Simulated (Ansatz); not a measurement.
## CH₄AsN, SMILES C1N[AsH]1: a relaxed scan of one distance, step by step

With the Python package of Ansatz (0.2.0).

At the Python prompt:
```pycon
>>> import ansatz as az
>>> import numpy as np
>>> geometry_ang = [
...     ("C", (-0.5317, -0.0991, -0.4796)),
...     ("N", (-0.4912, 0.1912, 0.9084)),
...     ("As", (0.6902, -1.2281, 0.3002)),
...     ("H", (-1.466, -0.5298, -0.7646)),
...     ("H", (-0.1612, 0.7562, -1.1379)),
...     ("H", (0.0999, 1.0617, 1.0594)),
...     ("H", (1.9212, -0.2202, 0.0684)),
... ]
>>> ch4asn = az.Crystal.molecule()
>>> for symbol, xyz in geometry_ang:
...     ch4asn = ch4asn.atom(symbol, xyz)
...
>>> calculation = (
...     ch4asn.calculation()
...     .basis(gaussian="def2-SVP")  # atom-centred Gaussian functions
...     .functional("b3lyp")
... )
>>> symbols = [site.symbol for site in ch4asn.cartesian_sites]
>>> pairs = [(0, 1), (0, 2), (0, 3), (0, 4), (1, 2), (1, 5)]
>>> print("held (A)   E (eV)        ", "  ".join(f"{symbols[i]}{i}-{symbols[j]}{j}" for i, j in pairs))
held (A)   E (eV)         C0-N1  C0-As2  C0-H3  C0-H4  N1-As2  N1-H5
>>> for length in [0.98, 1.07, 1.15, 1.28, 1.44]:
...     rep = calculation.relax(constraints=[az.DistanceConstraint((0, 3), at=length)], force_tolerance=0.02, max_steps=60).run(threads=1, backend="cpu").report
...     xyz = np.array(rep["positions_ang"])
...     print(f"{length:6.2f} {rep['free_energy_ev']:14.5f}  ", "  ".join(f"{np.linalg.norm(xyz[i] - xyz[j]):.3f}" for i, j in pairs))
...
DeckWarning: relax.constraints: the input's atoms, or those drawn, lie off the distances that are held; a relaxation that starts there is brought onto them ahead of its first SCF, by positions alone, an atom by 4.38e-2 Å at the most. With the symmetry detection on, the symmetry is detected on the input's atoms as so brought (as typed, where only the drawn atoms reach the distances), and notices that speak of the structure as typed mean those atoms
  0.98   -63423.59183   1.431  1.999  0.980  1.098  1.951  1.022
  1.07   -63423.86982   1.427  1.997  1.070  1.098  1.952  1.022
  1.15   -63423.83995   1.424  1.994  1.150  1.098  1.953  1.022
  1.28   -63423.48517   1.418  1.990  1.280  1.098  1.954  1.023
  1.44   -63422.82507   1.407  1.982  1.440  1.097  1.954  1.023
```

Notes:
- Total energies depend on the basis set; only differences at equal settings carry meaning.
- Warnings are shown shortened and without file and line.
- The energies are electronic: no zero-point or thermal terms, and the basis set is short of its limit.
- b3lyp holds the VWN-RPA fit, as in Gaussian; the form of ORCA and Turbomole is b3lyp5.
- Finished in 2.2 min on 1 thread of Arm Neoverse V1 (shared host), peak memory 0.23 GiB.
